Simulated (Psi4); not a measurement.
# doublet BH2SClO−: levels of theory compared

Wanted: a comparison of 3 runs (UB3LYP/def2-SVPD, UBHLYP/def2-SVPD, UM06-L/def2-SVPD) of doublet BH2SClO−. 

The calculation is run with Psi4 1.11.

2 further runs of the same task are left out: 2 set aside as unsound or not needed.

## Step 1: The structure to begin with

BH2SClO− has 6 atoms, charge -1, and is taken as a doublet. As SMILES of the parent species, `OB(S)Cl`. The shape is that of a PBE0-D4/def2-TZVP optimisation. This is one conformer, not always the lowest. That shape belongs to the parent species and isn't relaxed for this state.

Bond lengths: O1–B2 1.348 Å, B2–S3 1.800 Å, B2–Cl4 1.770 Å, O1–H5 0.962 Å, S3–H6 1.344 Å. Angles: O1–B2–S3 121.5°, O1–B2–Cl4 120.9°, S3–B2–Cl4 117.6°, B2–O1–H5 113.2°, B2–S3–H6 94.9°.

## Step 2: Energy and forces at UB3LYP/def2-SVPD (run 1)

Input file job.json:

```json
{
  "schema_name": "qcschema_input",
  "schema_version": 1,
  "molecule": {
    "schema_name": "qcschema_molecule",
    "schema_version": 2,
    "symbols": ["O", "B", "S", "Cl", "H", "H"],
    "geometry": [0.57013037, 1.71587132, -1.18523623, -0.43898338, -0.41271619, -0.21335008, 0.6292788, -1.69338358, 2.75106329, -2.87370652, -2.04846312, -1.8222629, -0.16686282, 2.19699559, -2.77544076, 2.35951204, 0.1207535, 3.1581103],
    "molecular_charge": -1,
    "molecular_multiplicity": 2,
    "fix_symmetry": "c1",
    "fix_com": true,
    "fix_orientation": true
  },
  "driver": "gradient",
  "model": {
    "method": "b3lyp",
    "basis": "def2-SVPD"
  },
  "keywords": {
    "reference": "uks",
    "puream": true,
    "e_convergence": 1e-09,
    "d_convergence": 1e-08,
    "scf_type": "pk",
    "dft_radial_points": 99,
    "dft_spherical_points": 590,
    "maxiter": 200
  }
}
```

On the command line:

```console
$ psi4 --qcschema job.json -n 1 --memory 1600MB
```

stdout:

```text
[...]
  Running in c1 symmetry.
[...]
  Nuclear repulsion =  185.660834939229744
[...]
  Multiplicity = 2
[...]
  Nalpha       = 25
  Nbeta        = 24
[...]
    Number of basis functions: 113
[...]
   @UKS iter   1:  -959.05712691430472    2.08589e-01   7.75843e-03 DIIS/ADIIS
[...]
   @UKS iter  15:  -959.48197224780051   -2.27374e-13   8.10814e-09 DIIS
[...]
   @S^2 Observed:                7.501158027E-01
[...]
  @UKS Final Energy:  -959.48197224780051
   => Energetics <=
    Nuclear Repulsion Energy =            185.6608349392297441
    One-Electron Energy =               -1699.2957740387578269
    Two-Electron Energy =                 608.5437875585486154
    DFT Exchange-Correlation Energy =     -54.3908207068209890
    Empirical Dispersion Energy =           0.0000000000000000
    VV10 Nonlocal Energy =                  0.0000000000000000
    Total Energy =                       -959.4819722478005133
[...]
  -Total Gradient:
     Atom            X                  Y                   Z
    ------   -----------------  -----------------  -----------------
       1       -0.004716591757     0.007721819893    -0.015418043733
       2       -0.006334911839    -0.013599918802     0.006367116613
       3        0.002913429743     0.011613281853    -0.008983893029
       4        0.010656637050     0.008623395820     0.005389466471
       5        0.004681191160    -0.007190498513     0.014771079861
       6       -0.007201652571    -0.007171870517    -0.002124104202
[...]
```

The result, in JSON:

```text
{
 "driver": "gradient",
 "model": {
  "method": "b3lyp",
  "basis": "def2-SVPD"
 },
 "success": true,
 "return_result": [-0.004716591757263688, 0.007721819892779758, -0.015418043733469528, -0.006334911839358498, -0.013599918801852545, 0.006367116613072071, 0.0029134297431395034, 0.01161328185250382, -0.008983893029096385, 0.010656637049690276, 0.008623395820050936, 0.0053894664711474916, 0.0046811911598901995, -0.00719049851322566, 0.014771079861025549, -0.007201652570888478, -0.00717187051728338, -0.002124104202437846],
 "properties": {
  "calcinfo_nbasis": 113,
  "calcinfo_nmo": 113,
  "calcinfo_nalpha": 25,
  "calcinfo_nbeta": 24,
  "calcinfo_natom": 6,
  "nuclear_repulsion_energy": 185.66083493922974,
  "return_energy": -959.4819722478005,
  "return_gradient": [-0.004716591757263688, 0.007721819892779758, -0.015418043733469528, -0.006334911839358498, -0.013599918801852545, 0.006367116613072071, 0.0029134297431395034, 0.01161328185250382, -0.008983893029096385, 0.010656637049690276, 0.008623395820050936, 0.0053894664711474916, 0.0046811911598901995, -0.00719049851322566, 0.014771079861025549, -0.007201652570888478, -0.00717187051728338, -0.002124104202437846],
  "scf_one_electron_energy": -1699.2957740387578,
  "scf_two_electron_energy": 608.5437875585486,
  "scf_xc_energy": -54.39082070682099,
  "scf_dipole_moment": [0.3582320768732643, 0.24763279544784922, 0.2847104403840506],
  "scf_total_energy": -959.4819722478005,
  "scf_total_gradient": [-0.004716591757263688, 0.007721819892779758, -0.015418043733469528, -0.006334911839358498, -0.013599918801852545, 0.006367116613072071, 0.0029134297431395034, 0.01161328185250382, -0.008983893029096385, 0.010656637049690276, 0.008623395820050936, 0.0053894664711474916, 0.0046811911598901995, -0.00719049851322566, 0.014771079861025549, -0.007201652570888478, -0.00717187051728338, -0.002124104202437846],
  "scf_iterations": 15
 }
}
```

It took 62 s on 1 thread of AMD EPYC 7R43 (Zen 3), shared host; peak memory 0.64 GiB.

## Step 3: The energy at UBHLYP/def2-SVPD (run 2)

Input file run_ase.py:

```python
import numpy as np
from ase.calculators.psi4 import Psi4
from ase import Atoms

mol = Atoms(['O', 'B', 'S', 'Cl', 'H', 'H'], positions=[
    [0.301700, 0.908000, -0.627200],
    [-0.232300, -0.218400, -0.112900],
    [0.333000, -0.896100, 1.455800],
    [-1.520700, -1.084000, -0.964300],
    [-0.088300, 1.162600, -1.468700],
    [1.248600, 0.063900, 1.671200],
])
calc = Psi4(atoms=mol, method='bhhlyp', basis='def2-SVPD', memory='1600MB', num_threads=1, charge=-1, multiplicity=2, label='psi4-calc', reference='uks')
calc.psi4.set_options({'puream': True, 'e_convergence': 1e-09, 'd_convergence': 1e-08, 'scf_type': 'pk', 'dft_radial_points': 99, 'dft_spherical_points': 590, 'maxiter': 200})
mol.calc = calc

print(f'energy: {mol.get_potential_energy():.6f} eV')
```

On the command line:

```console
$ python run_ase.py
```

psi4-calc.dat:

```text
[...]
  Running in c1 symmetry.
[...]
  Nuclear repulsion =  185.660834831533833
[...]
  Multiplicity = 2
[...]
  Nalpha       = 25
  Nbeta        = 24
[...]
    Number of basis functions: 113
[...]
   @UKS iter   1:  -959.09537593742391   -8.84089e-03   6.35328e-03 DIIS/ADIIS
[...]
   @UKS iter  16:  -959.38723893602764   -6.70752e-12   6.54959e-09 DIIS
[...]
   @S^2 Observed:                7.501383736E-01
[...]
  @UKS Final Energy:  -959.38723893602764
   => Energetics <=
    Nuclear Repulsion Energy =            185.6608348315338333
    One-Electron Energy =               -1699.2832361211967509
    Two-Electron Energy =                 588.8966321059808706
    DFT Exchange-Correlation Energy =     -34.6614697523455462
    Empirical Dispersion Energy =           0.0000000000000000
    VV10 Nonlocal Energy =                  0.0000000000000000
    Total Energy =                       -959.3872389360276429
[...]
 Multipole Moments:
 ------------------------------------------------------------------------------------
     Multipole            Electronic (a.u.)      Nuclear  (a.u.)        Total (a.u.)
 ------------------------------------------------------------------------------------
 L = 1.  Multiply by 2.5417464519 to convert [e a0] to [Debye]
 Dipole X            :         -3.0737761            2.7267076           -0.3470686
 Dipole Y            :         -3.2965598            2.3516676           -0.9448922
 Dipole Z            :         -0.6402728            1.2149838            0.5747110
 Magnitude           :                                                    1.1591249
[...]
```

The script printed:

```text
energy: -26106.256506 eV
```

Run time: 47 s. Hardware: 1 thread of AMD EPYC 7R43 (Zen 3), shared host; peak memory 0.65 GiB.

## Step 4: Energy and forces at UM06-L/def2-SVPD (run 3)

Input file input.dat:

```
memory 1600 mb

molecule molecule1 {
  -1 2
  O      0.57013037     1.71587132    -1.18523623
  B     -0.43898338    -0.41271619    -0.21335008
  S      0.62927880    -1.69338358     2.75106329
  Cl    -2.87370652    -2.04846312    -1.82226290
  H     -0.16686282     2.19699559    -2.77544076
  H      2.35951204     0.12075350     3.15811030
  units au
  symmetry c1
  no_reorient
  no_com
}

set basis def2-SVPD
set reference uks
set puream true
set e_convergence 1e-09
set d_convergence 1e-08
set scf_type pk
set dft_radial_points 99
set dft_spherical_points 590
set maxiter 200

gradient('m06-l')
```

On the command line:

```console
$ psi4 input.dat output.dat -n 1
```

output.dat:

```text
[...]
  Running in c1 symmetry.
[...]
  Nuclear repulsion =  185.660834939229744
[...]
  Multiplicity = 2
[...]
  Nalpha       = 25
  Nbeta        = 24
[...]
    Number of basis functions: 113
[...]
   @UKS iter   1:  -958.97152921278223    2.40298e-01   8.11566e-03 DIIS/ADIIS
[...]
   @UKS iter  25:  -959.41348444712958    3.29692e-12   5.83368e-09 DIIS
[...]
   @S^2 Observed:                7.513476295E-01
[...]
  @UKS Final Energy:  -959.41348444712958
   => Energetics <=
    Nuclear Repulsion Energy =            185.6608349392297441
    One-Electron Energy =               -1699.4445299508111020
    Two-Electron Energy =                 621.8525604316700992
    DFT Exchange-Correlation Energy =     -67.4823498672183320
    Empirical Dispersion Energy =           0.0000000000000000
    VV10 Nonlocal Energy =                  0.0000000000000000
    Total Energy =                       -959.4134844471295764
[...]
  -Total Gradient:
     Atom            X                  Y                   Z
    ------   -----------------  -----------------  -----------------
       1       -0.003529917101     0.018310881750    -0.025722994489
       2       -0.005668381072    -0.021258167442     0.016049009400
       3       -0.001566932834     0.005519281275    -0.008491642424
       4        0.005436567248     0.007473431497    -0.000744829923
       5        0.005982809432    -0.008986767685     0.018641012012
       6       -0.000654690536    -0.001031729616     0.000238204709
[...]
```

It took 3.2 min on 1 thread of AMD EPYC 7R43 (Zen 3), shared host; peak memory 0.65 GiB.

## Step 5: Overview of the runs

```csv
run,level,task,energy (Eh),HOMO energy (eV),LUMO energy (eV),⟨S²⟩,wall time
1,UB3LYP/def2-SVPD,gradient,-959.481972,1.92,2.85,0.750,62 s
2,UBHLYP/def2-SVPD,energy,-959.387239,1.72,3.45,0.750,47 s
3,UM06-L/def2-SVPD,gradient,-959.413484,2.70,3.13,0.751,3.2 min
```

## Step 6: Summary of results

```
                                 quantity          value
                      run 3: total energy  -959.41348 Eh
run 3: HOMO energy (highest over α and β)        2.70 eV
 run 3: LUMO energy (lowest over α and β)        3.13 eV
                              run 3: ⟨S²⟩          0.751
          run 3: largest force on an atom     1.634 eV/Å
```

What this shows: Totals of different functionals can't be ranked against each other. In runs 1, 2, 3 the HOMO lies above zero, so the outermost electron may be held by the basis alone. All runs together took 5 min, the longest 3.2 min.
